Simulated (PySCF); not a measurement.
**In⁺: the SCF solver's settings**

Do solver options change the result for In⁺, or only the number of cycles?

Method: method and basis as typed in the scripts; program: PySCF 2.14.0.

3 further runs of the same task are left out: 3 for a known fault of the program.

### Step 1. The atom

In⁺: 1 atom, charge 1, spin multiplicity 1.

### Step 2. The base run

Contents of input.py:

```python
from pyscf import gto, dft

mol = gto.M(
    atom='In 0 0 0',
    basis='cc-pvtz-dk',
    charge=1,
    spin=0,
    symmetry=True,
    verbose=4,
)
mf = dft.UKS(mol, xc='pw91')
mf = mf.sfx2c1e()
mf.kernel()
mf.dip_moment()
print('orbital energies (hartree):', [e[max(0, n-3):n+3].round(4) for e, n in zip(mf.mo_energy, mol.nelec)])
```

Launch:

```sh
$ OMP_NUM_THREADS=1 python input.py
```

Its log is not repeated here.

Base result: E(SCF) = -5881.176041 Eh, 6 cycles.

### Step 3. Initial guess vsap

Run 1 changes initial guess: minao → vsap.

Contents of input.py:

```python
from pyscf import gto, dft

mol = gto.M(
    atom='In 0 0 0',
    basis='cc-pvtz-dk',
    charge=1,
    spin=0,
    symmetry=True,
    verbose=4,
)
mf = dft.UKS(mol, xc='pw91')
mf = mf.sfx2c1e()
mf.init_guess = 'vsap'
mf.kernel()
mf.dip_moment()
print('orbital energies (hartree):', [e[max(0, n-3):n+3].round(4) for e, n in zip(mf.mo_energy, mol.nelec)])
```

Launch:

```sh
$ OMP_NUM_THREADS=1 python input.py
```

### Step 4. Damping 0.5

Run 2 changes damping: none → 0.5.

input.py, as its differences from that of step 2:

```diff
@@ -12,2 +12,4 @@
 mf = mf.sfx2c1e()
+mf.damp = 0.5
+mf.diis_start_cycle = 8
 mf.kernel()
```

### Step 5. Second-order solver on

Run 3 changes second-order solver: off → on.

input.py, as its differences from that of step 2:

```diff
@@ -12,2 +12,3 @@
 mf = mf.sfx2c1e()
+mf = mf.newton()
 mf.kernel()
```

### Step 6. Point-group symmetry off

Run 4 changes point-group symmetry: on → off.

input.py, as its differences from that of step 2:

```diff
@@ -7,3 +7,2 @@
     spin=0,
-    symmetry=True,
     verbose=4,
```

### Step 7. Smearing width 0.05 hartree

Run 5 changes smearing width: none → 0.05 hartree.

input.py, as its differences from that of step 2:

```diff
@@ -1,2 +1,2 @@
-from pyscf import gto, dft
+from pyscf import gto, dft, scf
 
@@ -12,2 +12,3 @@
 mf = mf.sfx2c1e()
+mf = scf.addons.smearing_(mf, sigma=0.05, method='fermi')
 mf.kernel()
```

### Step 8. Damping 0.2

Run 6 changes damping: none → 0.2.

input.py, as its differences from that of step 2:

```diff
@@ -12,2 +12,4 @@
 mf = mf.sfx2c1e()
+mf.damp = 0.2
+mf.diis_start_cycle = 8
 mf.kernel()
```

Before running it: what results should come out? Wanted: for each run, E(SCF); from base; gap.

**Answer**, as computed:

```csv
run,E(SCF) (hartree),from base (eV),cycles,gap (eV)
base,-5881.176041,0,6,6.49
initial guess vsap,-5881.176041,0.0000,6,6.49
damping 0.5,-5881.176041,0.0000,10,6.49
second-order solver on,-5881.176041,0.0000,3 macro,6.49
point-group symmetry off,-5881.176041,0.0000,6,6.49
smearing width 0.05 hartree,-5881.105751,+1.9127,8,n/a
damping 0.2,-5881.176041,0.0000,11,6.49
```

Distance from each run's final energy (log10 hartree) by cycle:

```csv
run,cycle 1,cycle 2,cycle 3,cycle 5,cycle 8,cycle 12
base,-1.9,-2.1,-4.8,-11.0,done,done
initial guess vsap,-1.1,-1.1,-5.2,< -11,done,done
damping 0.5,-1.9,-3.2,-3.9,-5.3,-8.7,done
second-order solver on,-3.6,< -11,< -11,done,done,done
point-group symmetry off,-1.9,-2.1,-4.8,-10.7,done,done
smearing width 0.05 hartree,-1.3,-2.4,-2.8,-5.7,-9.0,done
damping 0.2,-1.9,-2.5,-3.0,-4.0,-5.1,done
```

**Reading.** The SCF energy stays the same, to the digits that matter, with initial guess vsap or damping 0.5 or second-order solver on or point-group symmetry off or damping 0.2. The base needs 6 cycles and the run with damping 0.2 needs 11.
